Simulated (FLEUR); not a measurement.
# AgRh (P-6m2) in FLEUR: notebook

The runs below take AgRh through band structure, equation of state, with LDA.

All numbers are computed with FLEUR MaX-R8.1 (later development tree); they aren't measurements. Logs are shortened: lines on timing, memory, paths and dates and some standing lists are left out, and cuts for length are marked.

## (1) The structure

It takes space group P-6m2 (No. 187, hexagonal). Conventional cell: a = 2.778 Å, b = 2.778 Å, c = 4.809 Å, α = 90.00°, β = 90.00°, γ = 120.00°. Ag (site symmetry -6m2) has 6 Ag at 2.78 Å and 6 Rh at 2.89 Å as nearest neighbours. Rh (site symmetry -6m2) has 6 Rh at 2.78 Å and 6 Ag at 2.89 Å as nearest neighbours.

The cell comes from a database or a generator and needn't be the stable form of this composition.

## (2) Band structure, LDA

Input file inp.xml:

```xml
<?xml version="1.0" encoding="UTF-8" standalone="no"?>
<fleurInput fleurInputVersion="0.39">
   <comment>
      AgRh                                                                                                
   </comment>
   <calculationSetup>
      <cutoffs Kmax="4.1" Gmax="12.7" GmaxXC="12.7" numbands="0"/>
      <scfLoop itmax="60" minDistance="0.00001" maxIterBroyd="15" imix="Anderson" alpha="0.05" precondParam="0.0" spinf="2.0" sdNocoIR="T"/>
      <coreElectrons ctail="T" frcor="F" kcrel="0" coretail_lmax="0"/>
      <xcFunctional name="vwn" relativisticCorrections="F"/>
      <magnetism jspins="1"/>
      <soc l_soc="F" theta="0.0" phi="0.0" spav="F"/>
      <expertModes spex="0" secvar="F"/>
      <geometryOptimization l_f="F" forcealpha="1.0" forcemix="BFGS" epsdisp="0.00001" epsforce="0.00001"/>
      <ldaU l_linMix="F" mixParam="0.05" spinf="1.0"/>
   </calculationSetup>
   <cell>
      <bzIntegration valenceElectrons="36.0" mode="hist" fermiSmearingEnergy="0.00183747">
         <kPointListSelection listName="default-1"/>
         <!-- k-points included here -->
         <xi:include xmlns:xi="http://www.w3.org/2001/XInclude" href="kpts.xml"> </xi:include>
      </bzIntegration>
      <!-- symmetry operations included here -->
      <xi:include xmlns:xi="http://www.w3.org/2001/XInclude" href="sym.xml"> </xi:include>
      <bulkLattice scale="1.0">
         <bravaisMatrix>
[... 31 lines left out ...]
         </electronConfig>
         <energyParameters s="5" p="5" d="4" f="4"/>
         <lo type="SCLO" l="0" n="4" eDeriv="0"/>
         <lo type="SCLO" l="1" n="4" eDeriv="0"/>
         <lo type="SCLO" l="1" n="4" eDeriv="1"/>
         <lo type="SCLO" l="2" n="4" eDeriv="2"/>
         <lo type="SCLO" l="3" n="4" eDeriv="2"/>
      </species>
   </atomSpecies>
   <atomGroups>
      <atomGroup species="Silver (Ag)">
         <relPos label="                   1">.0000000000 .0000000000 1.000/2.000</relPos>
         <force calculate="T" relaxXYZ="TTT"/>
      </atomGroup>
      <atomGroup species="Rhodium (Rh)">
         <relPos label="                   2">-1.000/3.000 1.000/3.000 .0000000000</relPos>
         <force calculate="T" relaxXYZ="TTT"/>
      </atomGroup>
   </atomGroups>
   <output dos="F" band="F" slice="F">
      <checks vchk="F" cdinf="F"/>
      <bandDOS minEnergy="-.5*Htr" maxEnergy="0.5*Htr" sigma="0.015" storeEVData="T"/>
      <vacuumDOS vacdos="F" integ="F" star="F" nstars="0" locx1="0.0" locy1="0.0" locx2="0.0" locy2="0.0" nstm="0" tworkf="0.0"/>
      <unfoldingBand unfoldBand="F" supercellX="1" supercellY="1" supercellZ="1"/>
      <plotting iplot="0" polar="F">
         <plot TwoD="T" vec1="  1.0  0.0  0.0" vec2="  0.0  1.0  0.0" vec3="  0.0  0.0  1.0" zero="  0.0  0.0  0.0" file="plot"/>
      </plotting>
      <chargeDensitySlicing numkpt="0" minEigenval="0.0" maxEigenval="0.0" nnne="0" pallst="F"/>
      <specialOutput eonly="F"/>
      <moessbauerParams electricFieldGradient="T" isomerShift="T" coreHyperfine="T" valenceHyperfine="T"/>
      <magneticCircularDichroism mcd="F" energyLo="-10.0" energyUp="0.0"/>
   </output>
  <!-- We include the file relax.xml here to enable relaxations (see documentation) -->
  <xi:include xmlns:xi="http://www.w3.org/2001/XInclude" href="relax.xml"> <xi:fallback/> </xi:include>
</fleurInput>
```

Input file crystal.txt:

```
AgRh
&input cartesian=F /
2.7775881998  0.0000000000  0.0000000000
-1.3887940999  2.4054619423  0.0000000000
0.0000000000  0.0000000000  4.8086020000
1.8897261246
1.0 1.0 1.0

2
47 0.0000000000  0.0000000000  0.5000000000
45 0.6666666667  0.3333333333  0.0000000000

&kpt div1=11 div2=11 div3=6 gamma=T /
```

Input file inp.xml (bands):

```
<?xml version="1.0" encoding="UTF-8" standalone="no"?>
<fleurInput fleurInputVersion="0.39">
   <comment>
      AgRh                                                                                                
   </comment>
   <calculationSetup>
      <cutoffs Kmax="4.1" Gmax="12.7" GmaxXC="12.7" numbands="0"/>
      <scfLoop itmax="60" minDistance="0.00001" maxIterBroyd="15" imix="Anderson" alpha="0.05" precondParam="0.0" spinf="2.0" sdNocoIR="T"/>
      <coreElectrons ctail="T" frcor="F" kcrel="0" coretail_lmax="0"/>
      <xcFunctional name="vwn" relativisticCorrections="F"/>
      <magnetism jspins="1"/>
      <soc l_soc="F" theta="0.0" phi="0.0" spav="F"/>
      <expertModes spex="0" secvar="F"/>
      <geometryOptimization l_f="F" forcealpha="1.0" forcemix="BFGS" epsdisp="0.00001" epsforce="0.00001"/>
      <ldaU l_linMix="F" mixParam="0.05" spinf="1.0"/>
   </calculationSetup>
   <cell>
      <bzIntegration valenceElectrons="36.0" mode="hist" fermiSmearingEnergy="0.00183747">
         <kPointListSelection listName="path-1"/>
         <!-- k-points included here -->
         <xi:include xmlns:xi="http://www.w3.org/2001/XInclude" href="kpts.xml"> </xi:include>
      </bzIntegration>
      <!-- symmetry operations included here -->
      <xi:include xmlns:xi="http://www.w3.org/2001/XInclude" href="sym.xml"> </xi:include>
      <bulkLattice scale="1.0">
         <bravaisMatrix>
[... 32 lines left out ...]
         <energyParameters s="5" p="5" d="4" f="4"/>
         <lo type="SCLO" l="0" n="4" eDeriv="0"/>
         <lo type="SCLO" l="1" n="4" eDeriv="0"/>
         <lo type="SCLO" l="1" n="4" eDeriv="1"/>
         <lo type="SCLO" l="2" n="4" eDeriv="2"/>
         <lo type="SCLO" l="3" n="4" eDeriv="2"/>
      </species>
   </atomSpecies>
   <atomGroups>
      <atomGroup species="Silver (Ag)">
         <relPos label="                   1">.0000000000 .0000000000 1.000/2.000</relPos>
         <force calculate="T" relaxXYZ="TTT"/>
      </atomGroup>
      <atomGroup species="Rhodium (Rh)">
         <relPos label="                   2">-1.000/3.000 1.000/3.000 .0000000000</relPos>
         <force calculate="T" relaxXYZ="TTT"/>
      </atomGroup>
   </atomGroups>
   <output dos="F" band="T" slice="F">
      <checks vchk="F" cdinf="F"/>
      <bandDOS minEnergy="-.5*Htr" maxEnergy="0.5*Htr" sigma="0.015" storeEVData="T"/>
      <vacuumDOS vacdos="F" integ="F" star="F" nstars="0" locx1="0.0" locy1="0.0" locx2="0.0" locy2="0.0" nstm="0" tworkf="0.0"/>
      <unfoldingBand unfoldBand="F" supercellX="1" supercellY="1" supercellZ="1"/>
      <plotting iplot="0" polar="F">
         <plot TwoD="T" vec1="  1.0  0.0  0.0" vec2="  0.0  1.0  0.0" vec3="  0.0  0.0  1.0" zero="  0.0  0.0  0.0" file="plot"/>
      </plotting>
      <chargeDensitySlicing numkpt="0" minEigenval="0.0" maxEigenval="0.0" nnne="0" pallst="F"/>
      <specialOutput eonly="F"/>
      <moessbauerParams electricFieldGradient="T" isomerShift="T" coreHyperfine="T" valenceHyperfine="T"/>
      <magneticCircularDichroism mcd="F" energyLo="-10.0" energyUp="0.0"/>
   </output>
  <!-- We include the file relax.xml here to enable relaxations (see documentation) -->
  <xi:include xmlns:xi="http://www.w3.org/2001/XInclude" href="relax.xml"> <xi:fallback/> </xi:include>
</fleurInput>
```

Potentials or basis: all-electron, FLAPW.

Launch:

```console
$ inpgen -f crystal.txt -profile fastHighL
$ # inp.xml edited to the form shown
$ fleur_MPI
$ fleur_MPI   # second run, on inp.xml (bands)
```

Log:

```text
Welcome to FLEUR        (www.flapw.de)
      MaX-Release 8.1          (www.max-centre.eu)

 ========== k-point set info ==========
 Selected k-point list: default-1
 k-point list type: mesh
 11 x 11 x 6
 Number of k points: 64

 ------------Calculation Setup---------------------------
 Number of MPI-tasks      :            1
 Number of PE/node        :            1
 Number of OMP-threads    :            1
 Most efficient MPI parallelization for:
           1           2           4           8          16          32          64
 Additional eigenvalue parallelization possible
 Number of basis functions:          338
 Approximate size of matrices (H+S) per k-point:         0.003 GB
 --------------------------------------------------------
 Iteration:     1   Distance:      14.67855369 me/bohr^3
 Iteration:     2   Distance:      12.28540891 me/bohr^3
 Iteration:     3   Distance:       6.01721850 me/bohr^3
 Iteration:     4   Distance:       4.22203098 me/bohr^3
 Iteration:     5   Distance:       4.57070503 me/bohr^3
 Iteration:     6   Distance:       0.81118612 me/bohr^3
 Iteration:     7   Distance:       1.35722520 me/bohr^3
 Iteration:     8   Distance:       0.19599822 me/bohr^3
 Iteration:     9   Distance:       0.17790936 me/bohr^3
 Iteration:    10   Distance:       0.05641849 me/bohr^3
 Iteration:    11   Distance:       0.02600294 me/bohr^3
 Iteration:    12   Distance:       0.00670366 me/bohr^3
 Iteration:    13   Distance:       0.00124842 me/bohr^3
 Iteration:    14   Distance:       0.00054160 me/bohr^3
 Iteration:    15   Distance:       0.00009645 me/bohr^3
 Iteration:    16   Distance:       0.00007346 me/bohr^3
 Iteration:    17   Distance:       0.00003427 me/bohr^3
 Iteration:    18   Distance:       0.00000939 me/bohr^3

 ********************************************************************
 Run finished successfully
 Stop message:
   all done
 ********************************************************************
```

Run time: 2.8 min. Hardware: 1 thread of Intel Xeon at 2.50GHz (Skylake/Cascade Lake), shared host; peak memory 0.07 GiB.

Results:

| Quantity | Value |
| --- | --- |
| Free energy | -274648.9870 eV |
| Band gap along the path | none (metal or under the smearing width) |
| Valence electrons inside the program's atomic spheres | Ag 17.63; Rh 15.45 (radii Ag 2.43, Rh 2.43 bohr) |

Levels at the corners of the path, in eV from the Fermi level:
| point | band 15 | band 16 | band 17 | band 18 | band 19 | band 20 | band 21 | band 22 |
| --- | --- | --- | --- | --- | --- | --- | --- | --- |
| Γ | -3.02 | -1.79 | -1.79 | 0.14 | 0.14 | 0.14 | 5.27 | 16.54 |
| M | -2.10 | -1.62 | -0.08 | 1.13 | 1.85 | 3.96 | 8.31 | 8.61 |
| K | -1.85 | -1.29 | -0.91 | -0.53 | 5.22 | 5.32 | 5.58 | 11.35 |
| Γ | -3.02 | -1.79 | -1.79 | 0.14 | 0.14 | 0.14 | 5.27 | 16.54 |
| A | -3.11 | -2.48 | -1.59 | -1.59 | 0.10 | 0.10 | 11.51 | 12.45 |
| L | -1.70 | -0.58 | -0.17 | 1.14 | 1.67 | 2.46 | 6.40 | 7.85 |
| H | -1.96 | -1.72 | -1.14 | 0.03 | 5.45 | 6.93 | 7.20 | 7.76 |
| A | -3.11 | -2.48 | -1.59 | -1.59 | 0.10 | 0.10 | 11.51 | 12.45 |
| L | -1.70 | -0.58 | -0.17 | 1.14 | 1.67 | 2.46 | 6.40 | 7.85 |
| M | -2.10 | -1.62 | -0.08 | 1.13 | 1.85 | 3.96 | 8.31 | 8.61 |
| K | -1.85 | -1.29 | -0.91 | -0.53 | 5.22 | 5.32 | 5.58 | 11.35 |
| H | -1.96 | -1.72 | -1.14 | 0.03 | 5.45 | 6.93 | 7.20 | 7.76 |

Core levels (eV from the Fermi level):
| atom | levels |
| --- | --- |
| 1 Ag | 1s1/2 -25280.7, 2s1/2 -3719.2, 2p1/2 -3458.1, 2p3/2 -3283.0, 3s1/2 -678.5, 3p1/2 -574.5, 3p3/2 -543.5, 3d3/2 -358.7, 3d5/2 -352.5 |
| 2 Rh | 1s1/2 -22992.1, 2s1/2 -3329.6, 2p1/2 -3084.4, 2p3/2 -2940.1, 3s1/2 -590.7, 3p1/2 -494.7, 3p3/2 -469.8, 3d3/2 -299.1, 3d5/2 -294.2 |

## (3) Equation of state, LDA, 15.10 Å³/atom (volume scaled by 0.94)

Changes to inp.xml since step 2:

```diff
@@ -6,3 +6,3 @@
    <calculationSetup>
-      <cutoffs Kmax="4.1" Gmax="12.7" GmaxXC="12.7" numbands="0"/>
+      <cutoffs Kmax="4.15" Gmax="12.9" GmaxXC="12.9" numbands="0"/>
       <scfLoop itmax="60" minDistance="0.00001" maxIterBroyd="15" imix="Anderson" alpha="0.05" precondParam="0.0" spinf="2.0" sdNocoIR="T"/>
@@ -24,3 +24,3 @@
       <xi:include xmlns:xi="http://www.w3.org/2001/XInclude" href="sym.xml"> </xi:include>
-      <bulkLattice scale="1.0">
+      <bulkLattice scale="0.9795861087">
          <bravaisMatrix>
@@ -34,3 +34,3 @@
       <species name="Silver (Ag)" element="Ag" atomicNumber="47">
-         <mtSphere radius="2.43" gridPoints="803" logIncrement="0.016"/>
+         <mtSphere radius="2.36" gridPoints="803" logIncrement="0.016"/>
          <atomicCutoffs lmax="10" lnonsphr="10"/>
@@ -49,3 +49,3 @@
       <species name="Rhodium (Rh)" element="Rh" atomicNumber="45">
-         <mtSphere radius="2.43" gridPoints="803" logIncrement="0.016"/>
+         <mtSphere radius="2.36" gridPoints="803" logIncrement="0.016"/>
          <atomicCutoffs lmax="10" lnonsphr="10"/>
```

Potentials or basis: all-electron, FLAPW.

Launch:

```console
$ inpgen -f crystal.txt -profile fastHighL
$ # inp.xml edited to the form shown
$ fleur_MPI
```

It took 2.8 min on 1 thread of Intel Xeon at 2.50GHz (Skylake/Cascade Lake), shared host; peak memory 0.09 GiB.

It converged, with:

- Free energy: -274649.1186 eV
- Band gap on the k mesh: none (metal or under the smearing width)
- Valence electrons inside the program's atomic spheres: Ag 17.50; Rh 15.31 (radii Ag 2.36, Rh 2.36 bohr)

## (4) Equation of state, LDA, 15.42 Å³/atom (volume scaled by 0.96)

Changes to inp.xml since step 3:

```diff
@@ -24,3 +24,3 @@
       <xi:include xmlns:xi="http://www.w3.org/2001/XInclude" href="sym.xml"> </xi:include>
-      <bulkLattice scale="0.9795861087">
+      <bulkLattice scale="0.9864848297">
          <bravaisMatrix>
```

Launch:

```console
$ inpgen -f crystal.txt -profile fastHighL
$ # inp.xml edited to the form shown
$ fleur_MPI
```

Run time: 3.1 min. Hardware: 1 thread of Intel Xeon at 2.50GHz (Skylake/Cascade Lake), shared host; peak memory 0.09 GiB.

It converged, with:

* Free energy: -274649.0852 eV
* Band gap on the k mesh: none (metal or under the smearing width)
* Valence electrons inside the program's atomic spheres: Ag 17.47; Rh 15.28 (radii Ag 2.36, Rh 2.36 bohr)

## (5) Equation of state, LDA, 16.06 Å³/atom

Changes to inp.xml since step 4:

```diff
@@ -24,3 +24,3 @@
       <xi:include xmlns:xi="http://www.w3.org/2001/XInclude" href="sym.xml"> </xi:include>
-      <bulkLattice scale="0.9864848297">
+      <bulkLattice scale="1.0000000000">
          <bravaisMatrix>
```

Launch:

```console
$ inpgen -f crystal.txt -profile fastHighL
$ # inp.xml edited to the form shown
$ fleur_MPI
```

Run time: 2.6 min. Hardware: 1 thread of Intel Xeon at 2.50GHz (Skylake/Cascade Lake), shared host; peak memory 0.09 GiB.

Results (log left out):

* Free energy: -274648.9804 eV
* Band gap on the k mesh: none (metal or under the smearing width)
* Valence electrons inside the program's atomic spheres: Ag 17.43; Rh 15.23 (radii Ag 2.36, Rh 2.36 bohr)

## (6) Equation of state, LDA, 16.71 Å³/atom (volume scaled by 1.04)

Changes to inp.xml since step 5:

```diff
@@ -24,3 +24,3 @@
       <xi:include xmlns:xi="http://www.w3.org/2001/XInclude" href="sym.xml"> </xi:include>
-      <bulkLattice scale="1.0000000000">
+      <bulkLattice scale="1.0131594038">
          <bravaisMatrix>
```

Potentials or basis: all-electron, FLAPW.

Launch:

```console
$ inpgen -f crystal.txt -profile fastHighL
$ # inp.xml edited to the form shown
$ fleur_MPI
```

Wall time 2.8 min (1 thread of Intel Xeon at 2.50GHz (Skylake/Cascade Lake), shared host); peak memory 0.09 GiB.

The run converged. Its results:

```yaml
Free_energy: -274648.8364 eV
Band_gap_on_the_k_mesh: none (metal or under the smearing width)
Valence_electrons_inside_the_program's_atomic_spheres: Ag 17.40; Rh 15.19 (radii Ag 2.36, Rh 2.36 bohr)
```

## (7) Equation of state, LDA, 17.03 Å³/atom (volume scaled by 1.06)

Changes to inp.xml since step 6:

```diff
@@ -24,3 +24,3 @@
       <xi:include xmlns:xi="http://www.w3.org/2001/XInclude" href="sym.xml"> </xi:include>
-      <bulkLattice scale="1.0131594038">
+      <bulkLattice scale="1.0196128224">
          <bravaisMatrix>
```

Launch:

```console
$ inpgen -f crystal.txt -profile fastHighL
$ # inp.xml edited to the form shown
$ fleur_MPI
```

Run time: 2.9 min. Hardware: 1 thread of Intel Xeon at 2.50GHz (Skylake/Cascade Lake), shared host; peak memory 0.09 GiB.

It converged, with:

```
Free energy                                           : -274648.7530 eV
Band gap on the k mesh                                : none (metal or under the smearing width)
Valence electrons inside the program's atomic spheres : Ag 17.39; Rh 15.18 (radii Ag 2.36, Rh 2.36 bohr)
```

## (8) Equation of state, LDA

Potentials or basis: all-electron, FLAPW.

No new run: the results of the series are fitted here.

Results:

- Equilibrium volume: 14.61 Å³/atom (rough: see the caveat)
- Bulk modulus at fixed shape and positions: 216 GPa (rough)

Energy against volume, from the lowest point:
```
volume (Å³/atom)  energy (meV/atom)
          15.100               0.00
          15.421              16.73
          16.064              69.12
          16.707             141.12
          17.028             182.84
```

Caveat: the minimum lies outside the volumes run; the cell was scaled at fixed shape and fractional positions, which overstates the stiffness of a crystal with free parameters, most of all of layers and chains.
